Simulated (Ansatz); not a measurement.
**Ba2CoWO6: further runs on the relaxed cell**

The task here is to estimate one member of a computed series from the others.

Computed with Ansatz 0.2.0 (DFT PBEsol, scalar-relativistic, plane waves, PAW, unless a step's input says otherwise).

1 further run of the same task is left out (set aside as unsound or not needed).

## The structure to begin with

It takes space group Fm-3m (No. 225, cubic). Conventional cell: a = 8.016 Å, b = 8.016 Å, c = 8.016 Å, α = 90.00°, β = 90.00°, γ = 90.00°. Around Ba (site symmetry -43m) lie 12 O at 2.83 Å. Co (site symmetry m-3m) is surrounded by 6 O at 2.08 Å. Around W (site symmetry m-3m) lie 6 O at 1.93 Å. O (site symmetry 4mm) is surrounded by 1 W at 1.93 Å and 1 Co at 2.08 Å and 4 Ba at 2.83 Å.

Coordinates:

```
Ba Co W O
1.0
     0.00000    4.00800    4.00800
     4.00800    0.00000    4.00800
     4.00800    4.00800    0.00000
Ba Co W O
2 1 1 6
Direct
  0.25000 0.25000 0.25000
  0.75000 0.75000 0.75000
  0.00000 0.00000 0.00000
  0.50000 0.50000 0.50000
  0.74105 0.25895 0.25895
  0.25895 0.74105 0.25895
  0.25895 0.74105 0.74105
  0.74105 0.25895 0.74105
  0.25895 0.25895 0.74105
  0.74105 0.74105 0.25895
```

It is the result of an earlier relaxation at this level (volume 12.88 Å³/atom; gap on the mesh: none (metal), site moments up to 2.5 μB).

Set-up of the first run:

Input file input.yaml:

```yaml
crystal:
  lattice:
    - [0.0, 4.0079980489, 4.0079980489]
    - [4.0079980489, 0.0, 4.0079980489]
    - [4.0079980489, 4.0079980489, 0.0]
  atoms:
    - { symbol: Ba, position: [0.25, 0.25, 0.25] }
    - { symbol: Ba, position: [0.75, 0.75, 0.75] }
    - { symbol: Co, position: [0.0, 0.0, 0.0], spin: 2.77 }
    - { symbol: W, position: [0.5, 0.5, 0.5] }
    - { symbol: O, position: [0.7410481507, 0.2589518493, 0.2589518493] }
    - { symbol: O, position: [0.2589518493, 0.7410481507, 0.2589518493] }
    - { symbol: O, position: [0.2589518493, 0.7410481507, 0.7410481507] }
    - { symbol: O, position: [0.7410481507, 0.2589518493, 0.7410481507] }
    - { symbol: O, position: [0.2589518493, 0.2589518493, 0.7410481507] }
    - { symbol: O, position: [0.7410481507, 0.7410481507, 0.2589518493] }
basis:
  ecutwfc: 420
kpoints:
  mp_grid: { grid: [8, 8, 8] }
  band_path:
    path:
      - [[0.0, 0.0, 0.0], [0.5, 0.0, 0.5], [0.625, 0.25, 0.625]]
      - [[0.375, 0.375, 0.75], [0.0, 0.0, 0.0], [0.5, 0.5, 0.5], [0.5, 0.25, 0.75], [0.5, 0.0, 0.5]]
    npoints: 14
hamiltonian:
  xc: pbesol
scf:
  occupations: { method: gaussian, width: 0.1 }
  n_extra_bands: 25
output:
  forces: true
  stress: true
  eigenvalues: true
  populations: true
  dos: { projected: true, de: 0.02, nscf_kmesh: { grid: [12, 12, 12] } }
  bader: true
  write_density: true
  write_potential: true
  elf: true
  volumetric_format: npy
magnetization:
  spin_polarized: true
checkpoint:
  read: start.run
  write: ck
  compress: false
  write_wavefunctions: false
  write_every: 100000
```

Started as:

```
ansatz run input.yaml --threads 2 --pin off --max-ram 5120MiB --backend cpu --events-out ev --progress --plain --runs-dir out
```

Among the steps run: Electronic structure at the relaxed geometry; The cell scaled to 0.97 of its volume; Point at V/V0 = 1.03; Point at V/V0 = 0.94; Point at V/V0 = 1.06.

One of the session's tables, all rows but one given; the rest of the session is left out.

It belongs to the step «Fit of the equation of state». 

```
volume (Å³/atom)  energy above the lowest point (meV/atom)  pressure (GPa)  largest moment (μB)
          12.104                                      24.2           10.78                 2.49
          12.491                                       5.7            4.89                 2.50
          12.877                                       0.0            0.00                 2.52
          13.263                                         ?               ?                    ?
          13.650                                      19.2           -7.41                 2.53
```

**Question.** Estimate the row for volume (Å³/atom) = 13.263.

Worked estimate for «energy above the lowest point (meV/atom)». A straight line through the neighbours (12.877, 0.0) and (13.650, 19.2) gives 0.0 + (19.2 − 0.0) × (13.263 − 12.877) / (13.650 − 12.877) = 9.6; a parabola fitted to 3 rows on both sides gives 4.5.

The run gave: energy above the lowest point (meV/atom): 5.2; pressure (GPa): -4.06; largest moment (μB): 2.52. In «energy above the lowest point (meV/atom)» the line misses by +4.4 and the parabola by -0.7.

To keep in mind: Without a U such compounds often come out metallic though many are antiferromagnetic insulators. Warnings in the runs' records: stress scf threshold loose, stability check not made.
